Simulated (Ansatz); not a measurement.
# Bi2Se3: the cost of one run

Computed with Ansatz 0.2.0 (DFT PBEsol, scalar-relativistic, plane waves, PAW, unless a step's input says otherwise).

## 1. Starting point

It takes space group R-3m (No. 166, trigonal). The conventional cell has a = 4.191 Å, b = 4.191 Å, c = 29.929 Å, α = 90.00°, β = 90.00°, γ = 120.00°. Bi (site symmetry 3m) is surrounded by 6 Se at 2.89 to 3.11 Å. Se (site symmetry -3m) has 6 Bi at 3.11 Å in its first shell of neighbours. Se (site symmetry 3m) is surrounded by 3 Bi at 2.89 Å.

As a file:

```
CELL_PARAMETERS angstrom
2.09568 1.20994 9.97623
-2.09568 1.20994 9.97623
0.00000 -2.41989 9.97623
ATOMIC_POSITIONS crystal
Bi 0.39843 0.39843 0.39843
Bi 0.60157 0.60157 0.60157
Se 0.00000 0.00000 0.00000
Se 0.21571 0.21571 0.21571
Se 0.78429 0.78429 0.78429
```

The structure comes from the Materials Project (structure only).

(A quick probe on a coarse mesh, which set the mesh and smearing, is not shown.)

## 3. Full relaxation

input.yaml

```yaml
crystal:
  lattice:
    - [2.09568326, 1.2099433, 9.97622907]
    - [-2.09568326, 1.2099433, 9.97622907]
    - [0.0, -2.41988659, 9.97622907]
  atoms:
    - { symbol: Bi, position: [0.398435, 0.398435, 0.398435] }
    - { symbol: Bi, position: [0.601565, 0.601565, 0.601565] }
    - { symbol: Se, position: [1.0, 0.0, 0.0] }
    - { symbol: Se, position: [0.215715, 0.215715, 0.215715] }
    - { symbol: Se, position: [0.784285, 0.784285, 0.784285] }
basis:
  ecutwfc: 420
kpoints:
  mp_grid: { grid: [12, 12, 12] }
hamiltonian:
  xc: pbesol
scf:
  occupations: { method: gaussian, width: 0.02 }
output:
  forces: true
  stress: true
  eigenvalues: true
relax:
  adjacent_minimum: "off"
  f_tol: 0.005
  max_steps: 80
  cell: { stress_tol: 0.05 }
```

Started as:

```
ansatz run input.yaml --threads 4 --pin off --max-ram 10240MiB --backend cpu --events-out ev --progress --plain --runs-dir out
```

**Question.** How long does this run take on 4 threads of Intel Xeon Platinum 8375C at 2.90GHz (Ice Lake), shared host, and how much memory does it need?

About 2.5 min, with a peak of 1.2 GiB.
